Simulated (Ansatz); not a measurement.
# Al2CuTe4: the cost of one run

Program: Ansatz 0.2.0. Level of theory: reference: DFT PBE, plane waves, PAW, scalar-relativistic, no spin polarisation. These are calculated values, not measurements.

**1. The starting structure**

It takes space group I-4 (No. 82, tetragonal). Conventional cell: a = 5.917 Å, b = 5.917 Å, c = 12.052 Å, α = 90.00°, β = 90.00°, γ = 90.00°. Al (site symmetry -4) has 4 Te at 2.58 Å as nearest neighbours. Around Cu (site symmetry -4) lie 4 Te at 2.58 Å. Te (site symmetry 1) is surrounded by 2 Al at 2.58 Å and 1 Cu at 2.58 Å.

As a file:

```cif
data_structure
_symmetry_space_group_name_H-M 'P 1'
_symmetry_Int_Tables_number 1
_cell_length_a 5.9168
_cell_length_b 5.9168
_cell_length_c 7.3359
_cell_angle_alpha 66.217
_cell_angle_beta 66.217
_cell_angle_gamma 90.000
_cell_volume 210.96
loop_
_atom_site_label
_atom_site_type_symbol
_atom_site_fract_x
_atom_site_fract_y
_atom_site_fract_z
_atom_site_occupancy
Al1 Al 0.50000 0.50000 0.00000 1
Cu1 Cu 0.00000 0.00000 0.00000 1
Al2 Al 0.75000 0.25000 0.50000 1
Te1 Te 0.37500 0.37500 0.75000 1
Te2 Te 0.62500 0.12500 0.25000 1
Te3 Te 0.87500 0.87500 0.75000 1
Te4 Te 0.12500 0.62500 0.25000 1
```

**2. Baseline**

input.yaml

```yaml
crystal:
  lattice:
    - [0.0, 5.916845, 0.0]
    - [5.916845, 0.0, 0.0]
    - [2.958423, 2.958423, -6.025861]
  atoms:
    - { symbol: Al, position: [0.5, 0.5, 0.0] }
    - { symbol: Cu, position: [0.0, 0.0, 0.0] }
    - { symbol: Al, position: [0.75, 0.25, 0.5] }
    - { symbol: Te, position: [0.375, 0.375, 0.75] }
    - { symbol: Te, position: [0.625, 0.125, 0.25] }
    - { symbol: Te, position: [0.875, 0.875, 0.75] }
    - { symbol: Te, position: [0.125, 0.625, 0.25] }
  symmetry: { tolerance: 0.0003 }
kpoints:
  mp_grid: { grid: [4, 4, 4], shift: [0, 0, 0] }
magnetization:
  spin_polarized: false
scf:
  occupations: { method: fermi_dirac, width: 0.0196 }
hamiltonian:
  pseudopotentials: { kind: paw }
  xc: pbe
basis:
  ecutwfc: 420
output:
  forces: true
  stress: true
  eigenvalues: true
  write_density: true
  write_potential: true
  elf: true
  volumetric_format: npy
```

On the command line:

```console
$ ansatz run input.yaml --threads 1 --pin off --max-ram 2560MiB --backend cpu --events-out ev --progress --plain --runs-dir out
```

Q: Estimate wall time and peak memory on 1 thread of an Arm CPU, shared host.

About 22 s, with a peak of 0.45 GiB.
